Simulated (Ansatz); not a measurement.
# MoSe (Fm-3m) in Ansatz: convergence with wavefunction cutoff

Aim: find how far wavefunction cutoff must go before the results for MoSe settle, at PBE. This setting moves, with any that are tied to it; all else stays.

Everything below comes from runs of Ansatz 0.2.0. Logs are shortened: lines on timing, memory, paths and dates and some standing lists are left out, and cuts for length are marked.

## Step 1: Starting point

The structure is cubic, space group Fm-3m (No. 225). The conventional cell has a = 5.786 Å, b = 5.786 Å, c = 5.786 Å, α = 90.00°, β = 90.00°, γ = 90.00°. Around Mo (site symmetry m-3m) lie 6 Se at 2.89 Å. Se (site symmetry m-3m) has 6 Mo at 2.89 Å as nearest neighbours.

The cell was built by a generator and needn't be a form met in nature.

## Step 2: With wavefunction cutoff 200 eV

The input, input.yaml:

```yaml
crystal:
  lattice:
    - [0.0, 2.89287951, 2.89287951]
    - [2.89287951, 0.0, 2.89287951]
    - [2.89287951, 2.89287951, 0.0]
  atoms:
    - { symbol: Mo, position: [0.0, 0.0, 0.0] }
    - { symbol: Se, position: [0.5, 0.5, 0.5] }
hamiltonian:
  xc: pbe
  pseudopotentials: { kind: paw_fr }
magnetization:
  noncollinear: true
  spin_orbit: true
kpoints:
  mp_grid: { grid: [7, 7, 7] }
scf:
  occupations: { method: gaussian, width: 0.05 }
output:
  forces: true
  stress: true
  eigenvalues: true
basis:
  ecutwfc: "200 eV"
```

Potentials or basis: Ansatz PAW.

The run is started by

```sh
ansatz run input.yaml --threads 2 --pin off --max-ram 5632MiB --backend cpu --events-out ev --progress --plain --runs-dir out
```

It took 1.4 s on 2 threads of Arm Neoverse V2, shared host; peak memory 0.38 GiB.

Results:

* Free energy: -10417.6604 eV
* Pressure: -20.7 GPa
* Band gap on the k mesh: none (metal or under the smearing width)

## Step 3: With wavefunction cutoff 250 eV

Changes to input.yaml since step 2:

```diff
@@ -23,2 +23,2 @@
 basis:
-  ecutwfc: "200 eV"
+  ecutwfc: "250 eV"
```

Potentials or basis: Ansatz PAW.

The run is started by

```sh
ansatz run input.yaml --threads 2 --pin off --max-ram 5632MiB --backend cpu --events-out ev --progress --plain --runs-dir out
```

It took 1.8 s on 2 threads of Arm Neoverse V2, shared host; peak memory 0.39 GiB.

Results:

| Item | Value |
| --- | --- |
| Free energy | -10423.2457 eV |
| Pressure | -19.6 GPa |
| Band gap on the k mesh | none (metal or under the smearing width) |

## Step 4: With wavefunction cutoff 300 eV

Changes to input.yaml since step 3:

```diff
@@ -23,2 +23,2 @@
 basis:
-  ecutwfc: "250 eV"
+  ecutwfc: "300 eV"
```

The run is started by

```sh
ansatz run input.yaml --threads 2 --pin off --max-ram 5632MiB --backend cpu --events-out ev --progress --plain --runs-dir out
```

It took 1.9 s on 2 threads of Arm Neoverse V2, shared host; peak memory 0.4 GiB.

Results:

```
Free energy            : -10424.0996 eV
Pressure               : -20.1 GPa
Band gap on the k mesh : none (metal or under the smearing width)
```

## Step 5: With wavefunction cutoff 350 eV

Changes to input.yaml since step 4:

```diff
@@ -23,2 +23,2 @@
 basis:
-  ecutwfc: "300 eV"
+  ecutwfc: "350 eV"
```

The run is started by

```sh
ansatz run input.yaml --threads 2 --pin off --max-ram 5632MiB --backend cpu --events-out ev --progress --plain --runs-dir out
```

Wall time 2.5 s (2 threads of Arm Neoverse V2, shared host); peak memory 0.42 GiB.

Results:

| Item | Value |
| --- | --- |
| Free energy | -10424.1759 eV |
| Pressure | -20.1 GPa |
| Band gap on the k mesh | none (metal or under the smearing width) |

## Step 6: With wavefunction cutoff 400 eV

Changes to input.yaml since step 5:

```diff
@@ -23,2 +23,2 @@
 basis:
-  ecutwfc: "350 eV"
+  ecutwfc: "400 eV"
```

Potentials or basis: Ansatz PAW.

The run is started by

```sh
ansatz run input.yaml --threads 2 --pin off --max-ram 5632MiB --backend cpu --events-out ev --progress --plain --runs-dir out
```

Wall time 2.9 s (2 threads of Arm Neoverse V2, shared host); peak memory 0.45 GiB.

The run converged. Its results:

```yaml
Free_energy: -10424.1793 eV
Pressure: -20.1 GPa
Band_gap_on_the_k_mesh: none (metal or under the smearing width)
```

## Step 7: With wavefunction cutoff 450 eV

Changes to input.yaml since step 6:

```diff
@@ -23,2 +23,2 @@
 basis:
-  ecutwfc: "400 eV"
+  ecutwfc: "450 eV"
```

The run is started by

```sh
ansatz run input.yaml --threads 2 --pin off --max-ram 5632MiB --backend cpu --events-out ev --progress --plain --runs-dir out
```

It took 3.2 s on 2 threads of Arm Neoverse V2, shared host; peak memory 0.47 GiB.

Results (log left out):

```
Free energy            : -10424.1800 eV
Pressure               : -20.1 GPa
Band gap on the k mesh : none (metal or under the smearing width)
```

## Step 8: With wavefunction cutoff 500 eV

Changes to input.yaml since step 7:

```diff
@@ -23,2 +23,2 @@
 basis:
-  ecutwfc: "450 eV"
+  ecutwfc: "500 eV"
```

The run is started by

```sh
ansatz run input.yaml --threads 2 --pin off --max-ram 5632MiB --backend cpu --events-out ev --progress --plain --runs-dir out
```

Wall time 3.8 s (2 threads of Arm Neoverse V2, shared host); peak memory 0.48 GiB.

It converged, with:

| Property | Result |
| --- | --- |
| Free energy | -10424.1804 eV |
| Pressure | -20.1 GPa |
| Band gap on the k mesh | none (metal or under the smearing width) |

## Step 9: With wavefunction cutoff 600 eV

Changes to input.yaml since step 8:

```diff
@@ -23,2 +23,2 @@
 basis:
-  ecutwfc: "500 eV"
+  ecutwfc: "600 eV"
```

Potentials or basis: Ansatz PAW.

The run is started by

```sh
ansatz run input.yaml --threads 2 --pin off --max-ram 5632MiB --backend cpu --events-out ev --progress --plain --runs-dir out
```

Run time: 4.6 s. Hardware: 2 threads of Arm Neoverse V2, shared host; peak memory 0.54 GiB.

Results (log left out):

```
Free energy            : -10424.1807 eV
Pressure               : -20.1 GPa
Band gap on the k mesh : none (metal or under the smearing width)
```

## Step 10: With wavefunction cutoff 800 eV

Changes to input.yaml since step 9:

```diff
@@ -23,2 +23,2 @@
 basis:
-  ecutwfc: "600 eV"
+  ecutwfc: "800 eV"
```

Potentials or basis: Ansatz PAW.

The run is started by

```sh
ansatz run input.yaml --threads 2 --pin off --max-ram 5632MiB --backend cpu --events-out ev --progress --plain --runs-dir out
```

What it wrote:

```text
Warning: RAYON_NUM_THREADS=2 ignored (pool sized by the plan → 2); use --threads N
Engine: ansatz 0.2.0, aarch64-unknown-linux-gnu
Pseudopotentials: kind: paw_fr
Pseudopotential: Mo, paw_fr, valence charge 14, recommended cutoff 420 eV (normal), Mo.paw.azcp#standard-fr
Pseudopotential: Se, paw_fr, valence charge 16, recommended cutoff 420 eV (normal), Se.paw.azcp#standard-fr
Functional definition: PBE
  parameter kappa = 0.804
  parameter beta = 0.06672455060314922
  exchange = pbe_x(kappa = kappa, mu = beta*pi^2/3)
  correlation = pbe_c(beta = beta)
non-collinear run that drives no moment, with spin-orbit: no starting moment large enough to seed its density (crystal.atoms[].spin), no starting occupations that ask for one, no magnetisation constraint and no magnetic field, so the semilocal B_xc is pinned to zero
Crystal: 2 atoms, lattice volume = 48.420 Å³
Basis set: ecut = 800 eV, 2445 PW (Γ), exchange–correlation on 80×80×80 points (8 copies of the dense FFT grid, shifted against one another)
Bands: 38, of which v1, the nominal top of the filled ones, is band 30 counted from 1 (29 counted from 0)
Symmetry: 48 space group operations + 48 with time reversal
Magnetic group: BNS 225.117 (UNI 1619), of the structure as read, at distance tolerance 3.6e-5 Å
k-points: 20 of 343
Projection manifold: j_resolved (fully-relativistic pseudo-atomic orbitals)
Non-local potential: Mo, projectors of the file, l = 0: 3, l = 1: 4, l = 2: 4, l = 3: 2
Non-local potential: Se, projectors of the file, l = 0: 2, l = 1: 4, l = 2: 6, l = 3: 2
[... 23 lines left out ...]
Free energy (F): -10424.180765 eV
Harris-Foulkes:  -10424.180765 eV  (|F-HF|=9.96e-8)
Internal energy: -10424.172591 eV  (E = F + TS)
E sigma→0 (E₀):  -10424.176678 eV
Entropy (-TS):   -0.008173 eV (-4.087 meV/atom)
Fermi energy:    10.991256 eV
--- Per-component energies (eV) ---
  E_band       = -544.627869
  E_kinetic    = 550.768665
  E_local      = -3485.723090  (includes V_loc(G=0)·N_el)
  E_nonlocal   = -448.119437
  E_hartree    = 1543.052272
  E_xc         = -281.647178
  E_vxc        = -319.154015  (∫ρ·V_xc dr)
  E_paw        = -5116.134739  (= ΣΔE_a)
  E_vpaw       = 71.491686  (= ΣTr[D̂ρ^β])
  E_aug_tail   = -0.000005  (compensation charges beyond the density's cutoff)
  E_ewald      = -3186.369079
  E_smearing   = -0.008173  (= −TS)
  E_closure    = -0.000000  (closes the sum)
  Σ components = -10424.180765   (vs F -10424.180765, Δ=0.00e0)
--- Forces (eV/Å), atoms counted from 1 ---
  atom   1  Mo    -0.00000000     0.00000000     0.00000000
  atom   2  Se     0.00000000    -0.00000000    -0.00000000
  max |Σ_I F_I| component: 1.30e-29 eV/Å
--- Stress (GPa, compression-positive) ---
      -20.120604      -0.000000       0.000000
       -0.000000     -20.120604       0.000000
       -0.000000       0.000000     -20.120604
  P = ⅓ Tr σ = -20.1206 GPa (-201.206 kbar)
--- Band table (eV; the first three rows and the last of 20) ---
  k-point 0: bands = ["-50.2665", "-50.2665", "-38.1327", "-38.1327", "-38.1327", "-38.1327", "-37.2394", "-37.2394", "-37.2394", "-37.2394", "-37.2366", "-37.2366", "-26.0483", "-26.0483", "-23.5464", "-23.5464", "-23.5464", "-23.5464", "-3.1318", "-3.1318", "8.7349", "8.7349", "9.1864", "9.1864", "9.1864", "9.1864", "9.8703", "9.8703", "9.8703", "9.8703", "10.0141", "10.0141", "10.1551", "10.1551", "10.1551", "10.1551", "11.8396", "11.8396"]
  k-point 1: bands = ["-50.2663", "-50.2663", "-38.1327", "-38.1327", "-38.1327", "-38.1327", "-37.2394", "-37.2394", "-37.2394", "-37.2394", "-37.2366", "-37.2366", "-26.0499", "-26.0499", "-23.5504", "-23.5504", "-23.5470", "-23.5470", "-3.0055", "-3.0055", "7.7154", "7.7154", "8.2022", "8.2022", "8.3430", "8.3430", "10.0927", "10.0927", "10.1176", "10.1176", "10.2915", "10.2915", "11.0967", "11.0967", "11.1520", "11.1520", "13.0203", "13.0203"]
  k-point 2: bands = ["-50.2658", "-50.2658", "-38.1327", "-38.1327", "-38.1326", "-38.1326", "-37.2395", "-37.2395", "-37.2394", "-37.2394", "-37.2366", "-37.2366", "-26.0535", "-26.0535", "-23.5594", "-23.5594", "-23.5482", "-23.5482", "-2.6963", "-2.6963", "6.1784", "6.1784", "7.3843", "7.3843", "7.5207", "7.5207", "10.4986", "10.4986", "10.5326", "10.5326", "10.6897", "10.6897", "12.5120", "12.5120", "12.5989", "12.5989", "14.3289", "14.3289"]
  k-point 19: bands = ["-50.2649", "-50.2649", "-38.1326", "-38.1326", "-38.1325", "-38.1325", "-37.2394", "-37.2394", "-37.2393", "-37.2393", "-37.2365", "-37.2365", "-26.0595", "-26.0595", "-23.5655", "-23.5655", "-23.5589", "-23.5589", "-2.3664", "-2.3664", "6.3307", "6.3307", "6.5923", "6.5923", "7.0675", "7.0675", "10.4885", "10.4885", "10.9383", "10.9383", "11.3233", "11.3233", "11.4715", "11.4715", "11.7973", "11.7973", "15.5838", "15.5838"]
```

Run time: 5.9 s. Hardware: 2 threads of Arm Neoverse V2, shared host; peak memory 0.63 GiB.

Results:

```
Free energy            : -10424.1808 eV
Pressure               : -20.1 GPa
Band gap on the k mesh : none (metal or under the smearing width)
```

## Step 11: Result

```tsv
wavefunction cutoff	energy less the tightest run, at zero smearing (meV/atom)	pressure (GPa)	SCF cycles	CPU time (s)	peak memory (GiB)
200 eV	3260.32	-20.67	8	2.5	0.38
250 eV	467.53	-19.57	8	3.4	0.39
300 eV	40.61	-20.14	8	3.6	0.4
350 eV	2.46	-20.13	8	4.8	0.42
400 eV	0.75	-20.12	9	5.5	0.45
450 eV	0.40	-20.12	9	6.2	0.47
500 eV	0.17	-20.12	9	7.4	0.48
600 eV	0.05	-20.12	9	8.8	0.54
800 eV	0.00	-20.12	8	11	0.63
```

Against the tightest run, the energy stays within 1 meV/atom from 400 eV on; the pressure stays within 0.1 GPa from 300 eV on. The tightest run that finished is the yardstick and may itself not be fully converged.

Caveats: so large a pressure means that the cell lies far from this level's equilibrium, or that cutoff or potentials fall short.
